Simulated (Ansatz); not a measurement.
**F2GeH4OSi: a ladder of functionals and wavefunction methods**

An exercise on one series of results from a longer session: the logs are not shown, and one member is left open.

Method: functionals in def2-TZVPP, the program's frozen cores in correlated methods; program: Ansatz 0.2.0, Gaussian basis.

Levels to be run: PBE-D4, r2SCAN-D4, PBE0-D4, B3LYP-D4, ωB97X-V, ωB97M-V, B2PLYP; CCSD(T)/def2-TZVPP; MP2/def2-QZVPP; extrapolation to the limit.

### The geometry

The geometry comes from an earlier relaxation with PBE0-D4 in a triple-zeta def2 set; it is a stationary point, not always the lowest conformer.

SMILES `F[SiH](F)[O][GeH3]`, 9 atoms, charge 0, spin multiplicity 1.

Atoms are counted from 1 here; the program's logs count them from 0.

Bond lengths: F1–Si2 1.586 Å, Si2–F3 1.586 Å, Si2–O4 1.597 Å, Si2–H6 1.465 Å, O4–Ge5 1.787 Å, Ge5–H7 1.534 Å, Ge5–H8 1.531 Å, Ge5–H9 1.534 Å. Angles: F1–Si2–F3 105.7°, F1–Si2–O4 110.8°, F1–Si2–H6 109.2°, F3–Si2–O4 110.8°, F3–Si2–H6 109.2°, O4–Si2–H6 111.0°, Si2–O4–Ge5 140.1°, O4–Ge5–H7 107.6°, O4–Ge5–H8 104.7°, O4–Ge5–H9 107.6°, H7–Ge5–H8 112.2°, H7–Ge5–H9 111.9°, H8–Ge5–H9 112.2°.

As a file:

```tsv
atom	x (Å)	y (Å)	z (Å)
F1	-1.33236	0.49765	1.90859
Si2	-1.06812	1.06321	0.45019
F3	-0.07240	2.28384	0.63796
O4	-0.42206	-0.05824	-0.48571
Ge5	1.01312	-1.12094	-0.56055
H6	-2.32957	1.55266	-0.11256
H7	2.25573	-0.22260	-0.59315
H8	0.83952	-1.91669	-1.85661
H9	0.99006	-2.02138	0.68074
```

The first run:

Input file in.yaml:

```yaml
crystal:
  periodic: [false, false, false]
  atoms:
    - {symbol: F, position_ang: [-1.332364, 0.497646, 1.908589]}
    - {symbol: Si, position_ang: [-1.068120, 1.063207, 0.450185]}
    - {symbol: F, position_ang: [-0.072400, 2.283838, 0.637961]}
    - {symbol: O, position_ang: [-0.422064, -0.058236, -0.485707]}
    - {symbol: Ge, position_ang: [1.013122, -1.120943, -0.560552]}
    - {symbol: H, position_ang: [-2.329574, 1.552660, -0.112559]}
    - {symbol: H, position_ang: [2.255726, -0.222601, -0.593147]}
    - {symbol: H, position_ang: [0.839519, -1.916688, -1.856613]}
    - {symbol: H, position_ang: [0.990056, -2.021383, 0.680744]}
basis:
  gaussian: {orbitals: def2-TZVPP}
hamiltonian: {xc: pbe, dispersion: d4}
output: {forces: true, orbitals: {seedname: orbitals}}
```

Steps of the session up to this table: PBE-D4 (GGA); r2SCAN-D4 (meta-GGA); PBE0-D4 (hybrid); B3LYP-D4 (hybrid); ωB97X-V (range-separated); ωB97M-V (range-separated); B2PLYP (double hybrid); CCSD(T) in def2-TZVPP; MP2 in def2-QZVPP.

One of the session's tables, all rows but one given; the rest of the session is left out.

It belongs to the step «Atomisation energies». 

| method | atomisation energy (kJ/mol) |
| --- | --- |
| PBE-D4 | 3261.5 |
| r2SCAN-D4 | ? |
| PBE0-D4 | 3204.6 |
| B3LYP-D4 | 3241.3 |
| ωB97X-V | 3289.1 |
| ωB97M-V | 3266.3 |
| B2PLYP | 3236.7 |
| HF/def2-TZVPP | 2426.4 |
| MP2/def2-TZVPP | 3295.2 |
| CCSD/def2-TZVPP | 3173.3 |
| CCSD(T)/def2-TZVPP | 3216.1 |
| MP2/CBS | 3382.4 |
| CCSD(T)/CBS | 3303.3 |

Estimate the missing values for r2SCAN-D4.

As computed: atomisation energy (kJ/mol): 3274.7. In the column «atomisation energy (kJ/mol)» it lies between ωB97M-V (3266.3) and ωB97X-V (3289.1).
